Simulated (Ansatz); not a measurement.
# MoH2Cl4O2: small, medium and large basis sets

How large a basis does MoH2Cl4O2 need? Two functionals are run in growing sets.

Program: Ansatz 0.2.0, Gaussian basis. Level of theory: one geometry, several basis sets. These are calculated values, not measurements.

The runs, in order: PBE0-D4/def2-SVP; ωB97M-V/def2-SVP; PBE0-D4/def2-QZVPP; ωB97M-V/def2-QZVPP; the functionals' def2-TZVPP values are taken from earlier runs.

## Step 1: The relaxed structure

An earlier PBE0-D4 in a triple-zeta def2 set relaxation fixed the geometry. Mo takes the def2 core potential; no spin-orbit term is included.

SMILES `[OH][Mo]([OH])([Cl])([Cl])([Cl])[Cl]`, 9 atoms, charge 0, spin multiplicity 1.

Atoms are counted from 1 here; the program's logs count them from 0.

Bond lengths: O1–Mo2 1.835 Å, O1–H8 0.966 Å, Mo2–O3 1.843 Å, Mo2–Cl4 2.363 Å, Mo2–Cl5 2.332 Å, Mo2–Cl6 2.275 Å, Mo2–Cl7 2.281 Å, O3–H9 0.965 Å. Angles: Mo2–O1–H8 123.7°, O1–Mo2–O3 95.9°, O1–Mo2–Cl4 80.3°, O1–Mo2–Cl5 164.6°, O1–Mo2–Cl6 92.5°, O1–Mo2–Cl7 99.1°, O3–Mo2–Cl4 94.9°, O3–Mo2–Cl5 81.7°, O3–Mo2–Cl6 90.2°, O3–Mo2–Cl7 164.8°, Cl4–Mo2–Cl5 84.7°, Cl4–Mo2–Cl6 171.6°, Cl4–Mo2–Cl7 89.6°, Cl5–Mo2–Cl6 102.7°, Cl5–Mo2–Cl7 84.3°, Cl6–Mo2–Cl7 87.1°, Mo2–O3–H9 124.4°.

## Step 2: PBE0-D4 in def2-SVP

Input file in.yaml:

```yaml
crystal:
  periodic: [false, false, false]
  atoms:
    - {symbol: O, position_ang: [-1.304093, -1.208559, 0.060281]}
    - {symbol: Mo, position_ang: [-0.148635, 0.213966, -0.039278]}
    - {symbol: O, position_ang: [1.145126, -0.660249, -1.017641]}
    - {symbol: Cl, position_ang: [0.518429, -0.696343, 2.037045]}
    - {symbol: Cl, position_ang: [1.602321, 1.716033, 0.302932]}
    - {symbol: Cl, position_ang: [-1.096808, 0.979693, -1.960039]}
    - {symbol: Cl, position_ang: [-1.397903, 1.772874, 1.061892]}
    - {symbol: H, position_ang: [-1.323302, -1.832970, 0.797394]}
    - {symbol: H, position_ang: [2.004865, -0.284436, -1.242576]}
basis:
  gaussian: {orbitals: def2-SVP}
hamiltonian: {xc: pbe0, dispersion: d4}
output: {orbitals: {seedname: orbitals}}
```

Run with:

```bash
$ ansatz run in.yaml --threads 2 --pin off --events-out ev --progress --plain --max-ram 32768MiB --backend cpu
```

What it wrote:

```text
Functional definition: PBE0
  name "PBE0"
  cite "Adamo & Barone, J. Chem. Phys. 110, 6158 (1999) doi:10.1063/1.478522"
  cite "Perdew, Burke & Ernzerhof, Phys. Rev. Lett. 77, 3865 (1996) doi:10.1103/PhysRevLett.77.3865"
  parent pbe
  parameter a = 0.25
  parameter kappa = 0.804
  parameter beta = 0.06672455060314922
  exchange = (1 - a)*pbe_x(kappa = kappa, mu = beta*pi^2/3) + a*exact_x
  correlation = pbe_c(beta = beta)
1329 factors; integrals over basis functions are off by at most 1.0e-3 eV
mean field evaluation 1: about -56024.5747 eV, gradient 8.0e1 eV
mean field evaluation 2: about -55780.7244 eV, gradient 3.1e2 eV
mean field evaluation 4: about -56035.0865 eV, gradient 3.1e1 eV
mean field evaluation 8: about -56037.4263 eV, gradient 1.3e0 eV
mean field evaluation 16: about -56037.7302 eV, gradient 4.0e-3 eV
mean field -56037.73018590 eV, -2059.3486005941 hartree, gradient 8.7e-5 eV, S^2 0.000000; 0 other end points of the search recorded, 0 dependent functions left out
reference -56037.73024271 eV, -2059.3486026820 hartree; 50, 50 occupied and 91, 91 virtual orbitals, 1329 factors
Total energy: -56038.11271665 eV, -2059.3626583398 hartree
```

It took 5.5 s on 2 threads of AMD EPYC 7R13, shared host; peak memory 0.45 GiB.

## Step 3: ωB97M-V in def2-SVP

in.yaml: that of step 2 with these lines changed.

```diff
@@ -14,3 +14,3 @@
   gaussian: {orbitals: def2-SVP}
-hamiltonian: {xc: pbe0, dispersion: d4}
+hamiltonian: {xc: {name: wB97M-V}}
 output: {orbitals: {seedname: orbitals}}
```

Same command.

What it wrote (excerpt; [...] marks lines left out):

```text
Functional definition: wB97M-V
  name "wB97M-V"
  cite "Mardirossian & Head-Gordon, J. Chem. Phys. 144, 214110 (2016) doi:10.1063/1.4952647"
  cite "Becke, J. Chem. Phys. 107, 8554 (1997) doi:10.1063/1.475007"
  cite "Vydrov & Van Voorhis, J. Chem. Phys. 133, 244103 (2010) doi:10.1063/1.3521275"
  # Of w^i u^j: cxij and so on, Table III.
[...]
  gx(w, u) = 1 - cx + cx01*u + cx10*w
  gss(w, u) = css00 + css04*u^4 + css10*w + css20*w^2 + css43*w^4*u^3
  gos(w, u) = cos00 + cos10*w + (cos20 + cos21*u)*w^2 + (cos60 + cos61*u)*w^6
[...]
      + integral(e_c_pw_mod_opposite_spin*gos(b97_w_opposite, b97_u_opposite)) + vv10(b, c)
1329 factors; integrals over basis functions are off by at most 1.0e-3 eV
285 factors; integrals over basis functions are off by at most 6.0e-6 eV
[...]
mean field -56052.43965125 eV, -2059.8891634752 hartree, gradient 7.6e-5 eV, S^2 0.000000; 0 other end points of the search recorded, 0 dependent functions left out
reference -56052.43974039 eV, -2059.8891667511 hartree; 50, 50 occupied and 91, 91 virtual orbitals, 1329 factors
Total energy: -56052.43974039 eV, -2059.8891667511 hartree
```

Run time: 21 s. Hardware: 2 threads of AMD EPYC 7R13, shared host; peak memory 0.65 GiB.

## Step 4: PBE0-D4 in def2-QZVPP

in.yaml: that of step 3 with these lines changed.

```diff
@@ -13,4 +13,4 @@
 basis:
-  gaussian: {orbitals: def2-SVP}
-hamiltonian: {xc: {name: wB97M-V}}
+  gaussian: {orbitals: "def2-QZVPP.json"}
+hamiltonian: {xc: pbe0, dispersion: d4}
 output: {orbitals: {seedname: orbitals}}
```

Run with:

```bash
$ ansatz run in.yaml --threads 2 --pin off --events-out ev --progress --plain --max-ram 32768MiB --backend cuda --devices 0, --max-vram 18GiB
```

What it wrote:

```text
Functional definition: PBE0
  name "PBE0"
  cite "Adamo & Barone, J. Chem. Phys. 110, 6158 (1999) doi:10.1063/1.478522"
  cite "Perdew, Burke & Ernzerhof, Phys. Rev. Lett. 77, 3865 (1996) doi:10.1103/PhysRevLett.77.3865"
  parent pbe
  parameter a = 0.25
  parameter kappa = 0.804
  parameter beta = 0.06672455060314922
  exchange = (1 - a)*pbe_x(kappa = kappa, mu = beta*pi^2/3) + a*exact_x
  correlation = pbe_c(beta = beta)
2398 factors; their error is unknown
mean field evaluation 1: about -56048.7933 eV, gradient 9.0e1 eV
mean field evaluation 2: about -55786.5839 eV, gradient 3.6e2 eV
mean field evaluation 4: about -56060.7813 eV, gradient 3.0e1 eV
mean field evaluation 8: about -56062.5145 eV, gradient 4.4e-1 eV
mean field evaluation 16: about -56062.5839 eV, gradient 6.9e-3 eV
mean field -56062.58394179 eV, -2060.2619592765 hartree, gradient 2.3e-5 eV, S^2 0.000000; 0 other end points of the search recorded, 0 dependent functions left out
reference -56062.58398853 eV, -2060.2619609941 hartree; 50, 50 occupied and 485, 485 virtual orbitals, 2398 factors
Total energy: -56062.96646246 eV, -2060.2760166520 hartree
```

It took 8.6 s on 1 × H100 (card shared with other runs) with 2 threads of AMD EPYC 7R13, shared host; peak host memory 1.1 GiB.

## Step 5: ωB97M-V in def2-QZVPP

in.yaml: that of step 4 with these lines changed.

```diff
@@ -14,3 +14,3 @@
   gaussian: {orbitals: "def2-QZVPP.json"}
-hamiltonian: {xc: pbe0, dispersion: d4}
+hamiltonian: {xc: {name: wB97M-V}}
 output: {orbitals: {seedname: orbitals}}
```

Launched as before.

What it wrote (excerpt; [...] marks lines left out):

```text
Functional definition: wB97M-V
  name "wB97M-V"
  cite "Mardirossian & Head-Gordon, J. Chem. Phys. 144, 214110 (2016) doi:10.1063/1.4952647"
  cite "Becke, J. Chem. Phys. 107, 8554 (1997) doi:10.1063/1.475007"
  cite "Vydrov & Van Voorhis, J. Chem. Phys. 133, 244103 (2010) doi:10.1063/1.3521275"
  # Of w^i u^j: cxij and so on, Table III.
[...]
  gx(w, u) = 1 - cx + cx01*u + cx10*w
  gss(w, u) = css00 + css04*u^4 + css10*w + css20*w^2 + css43*w^4*u^3
  gos(w, u) = cos00 + cos10*w + (cos20 + cos21*u)*w^2 + (cos60 + cos61*u)*w^6
[...]
      + integral(e_c_pw_mod_opposite_spin*gos(b97_w_opposite, b97_u_opposite)) + vv10(b, c)
2280 factors; their error is unknown
379 factors; integrals over basis functions are off by at most 1.7e-5 eV
[...]
mean field -56077.10438146 eV, -2060.7955755921 hartree, gradient 2.2e-5 eV, S^2 0.000000; 0 other end points of the search recorded, 0 dependent functions left out
reference -56077.10446022 eV, -2060.7955784866 hartree; 50, 50 occupied and 485, 485 virtual orbitals, 2280 factors
Total energy: -56077.10446022 eV, -2060.7955784866 hartree
```

Run time: 10 s. Hardware: 1 × H100 (card shared with other runs) with 2 threads of AMD EPYC 7R13, shared host; peak host memory 1.2 GiB.

## Step 6: Density functionals: the series

The def2-TZVPP values come from earlier runs at the same geometry.

```tsv
functional	basis	functions	energy (eV)	from the largest (eV)	HOMO (eV)	LUMO (eV)
PBE0-D4	def2-SVP	141	-56038.1127	24.854	-8.69	-5.20
PBE0-D4	def2-TZVPP	314	-56061.1275	1.839	-8.70	-5.16
PBE0-D4	def2-QZVPP	535	-56062.9665	0.000	-8.72	-5.15
ωB97M-V	def2-SVP	141	-56052.4397	24.665	-10.84	-3.29
ωB97M-V	def2-TZVPP	314	-56075.3410	1.763	-10.90	-3.29
ωB97M-V	def2-QZVPP	535	-56077.1045	0.000	-10.92	-3.30
```

## Step 7: Results

| quantity | value |
| --- | --- |
| PBE0-D4: double and triple zeta above quadruple | 24.85, 1.84 eV |
| ωB97M-V: double and triple zeta above quadruple | 24.66, 1.76 eV |

**Reading.** PBE0-D4 gains 23.01 eV from double to triple zeta, then 1.84 eV more. These are total energies; as a rule much of such shifts cancels in differences, which this series doesn't test.
